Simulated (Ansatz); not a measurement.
# LiTa4O: the cost of one run

Computed with Ansatz 0.2.0 (DFT PBE, scalar-relativistic, plane waves, PAW, unless a step's input says otherwise).

## 1. Starting point

It takes space group F-43m (No. 216, cubic). Conventional cell: a = 7.224 Å, b = 7.224 Å, c = 7.224 Å, α = 90.00°, β = 90.00°, γ = 90.00°. Li (site symmetry -43m) is surrounded by 12 Ta at 3.00 Å and 4 O at 3.13 Å. Around Ta (site symmetry 3m) lie 6 Ta at 2.54 to 2.57 Å and 3 O at 2.99 Å and 3 Li at 3.00 Å. O (site symmetry -43m) is surrounded by 12 Ta at 2.99 Å and 4 Li at 3.13 Å.

Coordinates:

```
CELL_PARAMETERS angstrom
0.00000 3.61195 3.61195
3.61195 0.00000 3.61195
3.61195 3.61195 0.00000
ATOMIC_POSITIONS crystal
Li 0.00000 0.00000 0.00000
Ta 0.87309 0.37564 0.37564
Ta 0.37564 0.37564 0.37564
Ta 0.37564 0.87309 0.37564
Ta 0.37564 0.37564 0.87309
O 0.75000 0.75000 0.75000
```

A structure generator made this guess: species swapped into a database cell of CeYAl4 (F-43m, No. 216), with O on the Ce sites, Li on the Y sites and Ta on the Al sites. Its size is a rough estimate.

## 2. The guess as it stands, on a coarse mesh

input.yaml reads:

```yaml
crystal:
  lattice:
    - [0.0, 3.61195028, 3.61195028]
    - [3.61195028, 0.0, 3.61195028]
    - [3.61195028, 3.61195028, 0.0]
  atoms:
    - { symbol: Li, position: [0.0, 0.0, 0.0] }
    - { symbol: Ta, position: [0.87309197, 0.37563601, 0.37563601] }
    - { symbol: Ta, position: [0.37563601, 0.37563601, 0.37563601] }
    - { symbol: Ta, position: [0.37563601, 0.87309197, 0.37563601] }
    - { symbol: Ta, position: [0.37563601, 0.37563601, 0.87309197] }
    - { symbol: O, position: [0.75, 0.75, 0.75] }
basis:
  ecutwfc: 420
kpoints:
  mp_grid: { grid: [4, 4, 4] }
hamiltonian:
  xc: pbe
scf:
  occupations: { method: gaussian, width: 0.1 }
  lower_state_search: "off"
output:
  forces: true
  stress: true
  eigenvalues: true
```

Started as:

```bash
ansatz run input.yaml --threads 1 --pin off --max-ram 2560MiB --backend cpu --events-out ev --progress --plain --runs-dir out
```

**Question.** How long does this run take on 1 thread of Arm Neoverse V2, shared host, and how much memory does it need?

About 2.4 s, with a peak of 0.31 GiB.
